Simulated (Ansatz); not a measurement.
# C6H7N (2-methylpyridine) at CAM-B3LYP/6-31G(d) (spherical functions)

What is the electronic atomisation energy of C6H7N (2-methylpyridine) at CAM-B3LYP/6-31G* (spherical functions)? 

The calculation is run with Ansatz 0.2.0.

41 further runs of the same task are left out: 41 set aside as unsound or not needed. Runs told in other sessions of the task aren't counted.

**1. The molecule**

The species is C6H7N (14 atoms), meant as a singlet with charge 0. SMILES: `Cc1ccccn1`. The coordinates come from a PBE0-D4/def2-TZVP relaxation.

Bond lengths: C1–C2 1.497 Å, C2–C3 1.395 Å, C3–C4 1.381 Å, C4–C5 1.387 Å, C5–C6 1.384 Å, C2–N7 1.331 Å, C6–N7 1.329 Å, C1–H8 1.093 Å, C1–H9 1.093 Å, C1–H10 1.089 Å, C3–H11 1.084 Å, C4–H12 1.084 Å, C5–H13 1.083 Å, C6–H14 1.087 Å. Some angles: C1–C2–C3 120.9°, C1–C2–N7 117.2°, C3–C2–N7 121.9°, C2–C3–C4 119.3°, C3–C4–C5 118.8°, C4–C5–C6 117.9°, C5–C6–N7 123.8°, C2–N7–C6 118.3°, C2–C1–H8 111.0°, C2–C1–H9 111.1°.

**2. The energy at CAM-B3LYP/6-31G(d) (spherical functions)**

molecule.yaml

```yaml
crystal:
  periodic: [false, false, false]
  atoms:
    - {symbol: C, position_ang: [1.529800, 0.592680, 1.489460]}
    - {symbol: C, position_ang: [0.498030, 0.271780, 0.453520]}
    - {symbol: C, position_ang: [-0.041010, -1.010880, 0.352280]}
    - {symbol: C, position_ang: [-0.991540, -1.270440, -0.615810]}
    - {symbol: C, position_ang: [-1.381650, -0.242290, -1.460470]}
    - {symbol: C, position_ang: [-0.792430, 0.997860, -1.286300]}
    - {symbol: "N", position_ang: [0.122980, 1.258300, -0.358040]}
    - {symbol: H, position_ang: [1.142630, 0.416360, 2.496660]}
    - {symbol: H, position_ang: [2.416390, -0.035590, 1.368570]}
    - {symbol: H, position_ang: [1.824010, 1.637250, 1.403360]}
    - {symbol: H, position_ang: [0.288340, -1.790270, 1.030440]}
    - {symbol: H, position_ang: [-1.423340, -2.260480, -0.711850]}
    - {symbol: H, position_ang: [-2.123160, -0.395570, -2.234860]}
    - {symbol: H, position_ang: [-1.069040, 1.831260, -1.926950]}
basis:
  gaussian:
    orbitals: 6-31G_st_-spherical.json
hamiltonian:
  xc: {name: CAM-B3LYP}
accuracy: high
output: {orbitals: {seedname: orbitals}}
```

The basis set 6-31G* is read from a file made from the Basis Set Exchange's data (not shown).

The run is started by

```sh
ansatz run molecule.yaml --threads 1 --pin off --max-ram 3480MiB --events-out events.jsonl --progress --plain --runs-dir runs
```

What it wrote:

```text
Warning: RAYON_NUM_THREADS=1 ignored (pool sized by the plan → 1); use --threads N
Functional definition: CAM-B3LYP
  name "CAM-B3LYP"
  parameter alpha = 0.19
  parameter beta = 0.46
  parameter omega = 0.33/bohr
  parameter ac = 0.81
  exchange = (1 - alpha - beta)*b88_x + beta*b88_x_sr(omega) + alpha*exact_x + beta*exact_x_lr(omega)
  correlation = (1 - ac)*vwn5_c + ac*lyp_c
2828 factors; integrals over basis functions are off by at most 3.0e-9 eV
500 factors; integrals over basis functions are off by at most 2.5e-9 eV
mean field evaluation 1: about -7816.3468 eV, gradient 4.4e1 eV
mean field evaluation 2: about -7818.0127 eV, gradient 3.8e1 eV
mean field evaluation 4: about -7821.1194 eV, gradient 2.4e0 eV
mean field evaluation 8: about -7821.4347 eV, gradient 1.8e-1 eV
mean field evaluation 16: about -7821.4348 eV, gradient 3.8e-4 eV
mean field -7821.43475017 eV, -287.4324255099 hartree, gradient 1.5e-8 eV, S^2 0.000000; 0 other end points of the search recorded, 0 dependent functions left out
reference -7821.43476926 eV, -287.4324262114 hartree; 25, 25 occupied and 87, 87 virtual orbitals, 2828 factors
Total energy: -7821.43476926 eV, -287.4324262114 hartree
```

Wall time 9.6 s (1 thread of Intel Xeon 6975P-C (Granite Rapids), shared host); peak memory 0.56 GiB.

**3. The C atom**

run.yaml

```yaml
crystal:
  periodic: [false, false, false]
  atoms:
    - {symbol: C, position_ang: [0.000000, 0.000000, 0.000000]}
basis:
  gaussian: {orbitals: 6-31G_st_-spherical.json}
total_charge: 0
magnetization: {spin_polarized: true, initial_magnetization: 2}
hamiltonian: {xc: {name: CAM-B3LYP}}
accuracy: high
```

The basis set 6-31G* is read from a file made from the Basis Set Exchange's data (not shown).

Run the same way, it converges to -37.82190 Eh (log not shown).

**4. The H atom, same level**

in.yaml

```yaml
crystal:
  periodic: [false, false, false]
  atoms:
    - {symbol: H, position_ang: [0.000000, 0.000000, 0.000000]}
basis:
  gaussian:
    orbitals: "6-31G*"
hamiltonian:
  xc: {name: CAM-B3LYP}
magnetization:
  spin_polarized: true
  initial_magnetization: 1
accuracy: high
```

The run is started by

```sh
ansatz run in.yaml --threads 1 --pin off --max-ram 3480MiB --events-out events.jsonl --progress --plain --runs-dir runs
```

What it wrote (excerpt; [...] marks lines left out):

```text
Warning: RAYON_NUM_THREADS=1 ignored (pool sized by the plan → 1); use --threads N
[... 8 set-up lines as earlier in the session ...]
3 factors; integrals over basis functions are off by at most 5.4e-10 eV
3 factors; integrals over basis functions are off by at most 7.4e-10 eV
mean field evaluation 1: about -13.5153 eV, gradient 6.7e-1 eV
mean field evaluation 2: about -13.5194 eV, gradient 9.5e-2 eV
mean field evaluation 4: about -13.5193 eV, gradient 1.1e-4 eV
mean field evaluation 8: about -13.5193 eV, gradient 2.3e-10 eV
mean field -13.51934691 eV, -0.4968268353 hartree, gradient 1.6e-9 eV, S^2 0.750000; 0 other end points of the search recorded, 0 dependent functions left out
reference -13.51935546 eV, -0.4968271494 hartree; 1, 0 occupied and 1, 2 virtual orbitals, 3 factors
Total energy: -13.51935546 eV, -0.4968271494 hartree
```

Wall time 0.1 s (1 thread of Intel Xeon 6975P-C (Granite Rapids), shared host).

**5. The N atom at the same level**

job.yaml

```yaml
basis:
  gaussian: {orbitals: 6-31G_st_-spherical.json}
crystal:
  periodic: [false, false, false]
  atoms:
    - symbol: N
      position_ang: [0.000000, 0.000000, 0.000000]
hamiltonian: {xc: {name: CAM-B3LYP}}
magnetization: {spin_polarized: true, initial_magnetization: 3}
accuracy: high
```

The basis set 6-31G* is read from a file made from the Basis Set Exchange's data (not shown).

Run the same way, it converges to -54.56131 Eh (log not shown).

**6. Outcome**

Level: CAM-B3LYP/6-31G* (spherical functions).

| quantity | value |
| --- | --- |
| molecule: total energy | -287.43243 Eh |
| molecule: HOMO energy | -8.24 eV |
| molecule: LUMO energy | 0.97 eV |
| molecule: HOMO–LUMO gap | 9.22 eV |
| C atom: total energy | -37.82190 Eh |
| C atom: ⟨S²⟩ | 2.002 |
| H atom: total energy | -0.49683 Eh |
| H atom: ⟨S²⟩ | 0.750 |
| N atom: total energy | -54.56131 Eh |
| N atom: ⟨S²⟩ | 3.752 |
| electronic atomisation energy | 66.992 eV |

**Reading.** Taking the molecule apart into free atoms costs 66.99 eV (1545 kcal/mol), before zero-point energy and without spin-orbit coupling.
